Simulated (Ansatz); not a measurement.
# AgBr3 (element-swapped structure): how the settings move a single-point run

Question: which choices in the input matter for AgBr3 (element-swapped structure)?

Program: Ansatz 0.2.0. Level of theory: reference: DFT r2SCAN, plane waves, PAW, scalar-relativistic, no spin polarisation. These are calculated values, not measurements.

## (1) The starting structure

It takes space group P-3m1 (No. 164, trigonal). The conventional cell has a = 3.723 Å, b = 3.723 Å, c = 9.118 Å, α = 90.00°, β = 90.00°, γ = 120.00°. Br (site symmetry -3m) has 12 Br at 3.72 Å as nearest neighbours. Around Br (site symmetry 3m) lie 3 Ag at 2.63 Å. Ag (site symmetry -3m) is surrounded by 6 Br at 2.63 Å.

Structure file:

```cif
data_structure
_symmetry_space_group_name_H-M 'P 1'
_symmetry_Int_Tables_number 1
_cell_length_a 3.7233
_cell_length_b 3.7233
_cell_length_c 9.1181
_cell_angle_alpha 90.000
_cell_angle_beta 90.000
_cell_angle_gamma 120.000
_cell_volume 109.47
loop_
_atom_site_label
_atom_site_type_symbol
_atom_site_fract_x
_atom_site_fract_y
_atom_site_fract_z
_atom_site_occupancy
Br1 Br 0.00000 0.00000 0.00000 1
Br2 Br 0.33333 0.66667 0.33333 1
Br3 Br 0.66667 0.33333 0.66667 1
Ag1 Ag 0.00000 0.00000 0.50000 1
```

## (2) Baseline

input.yaml reads:

```yaml
crystal:
  lattice:
    - [3.723316, 0.0, 0.0]
    - [-1.861658, 3.224488, 0.0]
    - [0.0, 0.0, 9.118107]
  atoms:
    - { symbol: Br, position: [0.0, 0.0, 0.0] }
    - { symbol: Br, position: [0.33333, 0.66667, 0.33333] }
    - { symbol: Br, position: [0.66667, 0.33333, 0.66667] }
    - { symbol: Ag, position: [0.0, 0.0, 0.5] }
  symmetry: { tolerance: 0.0003 }
kpoints:
  mp_grid: { grid: [6, 6, 2], shift: [0, 0, 0] }
magnetization:
  spin_polarized: false
scf:
  occupations: { method: fermi_dirac }
hamiltonian:
  pseudopotentials: { kind: paw }
  xc: r2scan
basis:
  ecutwfc: 500
output:
  forces: true
  stress: true
  eigenvalues: true
  write_density: true
  write_potential: true
  elf: true
  volumetric_format: npy
```

On the command line:

```sh
ansatz run input.yaml --threads 1 --pin off --max-ram 2560MiB --backend cpu --events-out ev --progress --plain --runs-dir out
```

## (3) Again, with occupations.method tetrahedron, eigensolver.kind davidson, xc_grid 1

Changes to input.yaml since step 2:

```diff
@@ -16,3 +16,4 @@
 scf:
-  occupations: { method: fermi_dirac }
+  occupations: { method: tetrahedron }
+  eigensolver: { kind: davidson }
 hamiltonian:
@@ -22,2 +23,3 @@
   ecutwfc: 500
+  xc_grid: 1
 output:
```

## (4) Changing settings: mp_grid.shift [0.5, 0.5, 0.5], dr2_threshold 1.0e-11

Changes to input.yaml since step 2:

```diff
@@ -12,3 +12,3 @@
 kpoints:
-  mp_grid: { grid: [6, 6, 2], shift: [0, 0, 0] }
+  mp_grid: { grid: [6, 6, 2], shift: [0.5, 0.5, 0.5] }
 magnetization:
@@ -17,2 +17,3 @@
   occupations: { method: fermi_dirac }
+  convergence: { dr2_threshold: 1.0e-11 }
 hamiltonian:
@@ -26,5 +27 @@
   eigenvalues: true
-  write_density: true
-  write_potential: true
-  elf: true
-  volumetric_format: npy
```

## (5) Again, with scf.algorithm density_mixing, hubbard.sites [{species: Ag, l: d, u_eff: 8.0}], hubbard.double_counting fll

Changes to input.yaml since step 2:

```diff
@@ -17,2 +17,3 @@
   occupations: { method: fermi_dirac }
+  algorithm: density_mixing
 hamiltonian:
@@ -20,2 +21,3 @@
   xc: r2scan
+  hubbard: { sites: [{ species: Ag, l: d, u_eff: 8.0 }], double_counting: fll }
 basis:
@@ -26,5 +28 @@
   eigenvalues: true
-  write_density: true
-  write_potential: true
-  elf: true
-  volumetric_format: npy
```

## (6) The same system, input altered

Changes to input.yaml since step 2:

```diff
@@ -16,3 +16,3 @@
 scf:
-  occupations: { method: fermi_dirac }
+  max_iter: 60
 hamiltonian:
@@ -26,5 +26 @@
   eigenvalues: true
-  write_density: true
-  write_potential: true
-  elf: true
-  volumetric_format: npy
```

(Steps that only read results are left out.)

Before running it: what results should come out? Wanted: for each run, ending; energy change; pressure; gap; force.

The runs gave:

| run | ending | energy change | pressure (GPa) | gap (eV) | force (eV/Å) | cycles | time |
| --- | --- | --- | --- | --- | --- | --- | --- |
| reference | converged | 0 | 3.2 | 0.00 | 0.93 | 9 | 18 s |
| 1: occupations.method tetrahedron, eigensolver.kind davidson, xc_grid 1 | converged | +2.3 meV/atom (σ→0) | 3.0 | 0.00 | 0.95 | 10 | 13 s |
| 2: mp_grid.shift [0.5, 0.5, 0.5], dr2_threshold 1.0e-11 | converged | +4.5 meV/atom | 3.3 | 0.00 | 0.94 | 12 | 24 s |
| 3: scf.algorithm density_mixing, hubbard.sites [{species: Ag, l: d, u_eff: 8.0}], hubbard.double_counting fll | converged | +208.0 meV/atom (U changed: no physical gain or loss) | 4.5 | 0.00 | 1.32 | 13 | 22 s |
| 4: method left out | refused | - | - | - | - | - | 0.02 s |

Times don't compare one to one where runs were asked for different outputs or read a saved state (see the inputs); cycles may leave out searches for a lower state.

Residual by cycle in the longest SCF loop of each run; runs are numbered as in the table. The quantity is the density residual dr2, in eV.

```csv
cycle,reference,run 1,run 2,run 3
1,0.168,0.236,0.343,17.7
2,0.0405,0.517,0.0492,35.2
3,0.00475,0.0167,0.0045,12.7
4,0.00103,0.0124,9.3e-4,0.775
5,4.4e-4,3.1e-4,4.4e-4,0.328
6,1.3e-4,8.8e-4,1.1e-4,0.0433
8,4.9e-8,1.1e-4,1.4e-7,0.00249
9,5.7e-9,5.5e-6,1.1e-8,2.2e-4
10,-,5.4e-8,1.5e-9,1.4e-4
11,-,-,6.9e-11,3.0e-6
12,-,-,3.1e-12,2.4e-7
13,-,-,-,5.4e-8
```

**Reading.** The pressure spans 3.0 to 3.3 GPa over the reference and the converged variants that are taken as comparable (the table has all). A changed U is a change of model: its shifts are not errors of convergence. 1 of the 4 altered inputs did not end normally.

The reference has limits of its own: its mesh is coarse for a cell with so small a gap or none; the structure is made up and not relaxed.
